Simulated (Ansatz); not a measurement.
# CH₆AlOSi radical: basis-set convergence

One table from this session's results is given with a row withheld; the runs are named, their logs left out.

The runs use Ansatz 0.2.0, Gaussian basis; one geometry, several basis sets.

Plan: PBE0-D4/def2-SVP; ωB97M-V/def2-SVP; PBE0-D4/def2-QZVPP; ωB97M-V/def2-QZVPP; the functionals' def2-TZVPP values are taken from earlier runs.

**Structure used throughout**

The geometry comes from an earlier relaxation with PBE0-D4 in a triple-zeta def2 set; it is a stationary point, not always the lowest conformer.

SMILES `[CH3][Al][O][SiH3]`, 10 atoms, charge 0, spin multiplicity 2.

Atoms are counted from 1 here; the program's logs count them from 0.

Bond lengths: C1–Al2 1.967 Å, C1–H5 1.095 Å, C1–H6 1.095 Å, C1–H7 1.091 Å, Al2–O3 1.696 Å, O3–Si4 1.625 Å, Si4–H8 1.489 Å, Si4–H9 1.487 Å, Si4–H10 1.488 Å. Angles: Al2–C1–H5 108.9°, Al2–C1–H6 109.0°, Al2–C1–H7 113.2°, H5–C1–H6 107.8°, H5–C1–H7 108.9°, H6–C1–H7 108.9°, C1–Al2–O3 116.4°, Al2–O3–Si4 163.5°, O3–Si4–H8 111.1°, O3–Si4–H9 110.0°, O3–Si4–H10 110.0°, H8–Si4–H9 108.5°, H8–Si4–H10 108.5°, H9–Si4–H10 108.7°.

The first run:

Input file in.yaml:

```yaml
crystal:
  periodic: [false, false, false]
  atoms:
    - {symbol: C, position_ang: [0.243845, 1.981760, -1.341353]}
    - {symbol: Al, position_ang: [1.086542, 0.300647, -0.766120]}
    - {symbol: O, position_ang: [0.194202, -0.660681, 0.309096]}
    - {symbol: Si, position_ang: [-0.287918, -1.859424, 1.294042]}
    - {symbol: H, position_ang: [-0.700965, 1.751771, -1.844474]}
    - {symbol: H, position_ang: [0.014824, 2.586093, -0.457746]}
    - {symbol: H, position_ang: [0.869770, 2.565985, -2.016892]}
    - {symbol: H, position_ang: [0.686796, -2.984589, 1.283779]}
    - {symbol: H, position_ang: [-1.610998, -2.377760, 0.854688]}
    - {symbol: H, position_ang: [-0.412997, -1.355001, 2.687877]}
basis:
  gaussian: {orbitals: def2-SVP}
magnetization: {spin_polarized: true, initial_magnetization: 1}
hamiltonian: {xc: pbe0, dispersion: d4}
output: {orbitals: {seedname: orbitals}}
```

Steps of the session up to this table: PBE0-D4 in def2-SVP; ωB97M-V in def2-SVP; PBE0-D4 in def2-QZVPP; ωB97M-V in def2-QZVPP.

One table of the session follows, with a row left open; its other results are not shown here.

It belongs to the step «Density functionals: the series». 

```
functional       basis  HOMO (eV)  LUMO (eV)
   PBE0-D4    def2-SVP      -5.41      -2.11
   PBE0-D4  def2-TZVPP      -5.47      -2.14
   PBE0-D4  def2-QZVPP      -5.49      -2.18
   ωB97M-V    def2-SVP      -7.05      -0.68
   ωB97M-V  def2-TZVPP      -7.12      -0.69
   ωB97M-V  def2-QZVPP          ?          ?
```

**Question.** Estimate the row for ωB97M-V, def2-QZVPP.

As computed: HOMO (eV): -7.16; LUMO (eV): -0.81. In the column «HOMO (eV)» it is the lowest.
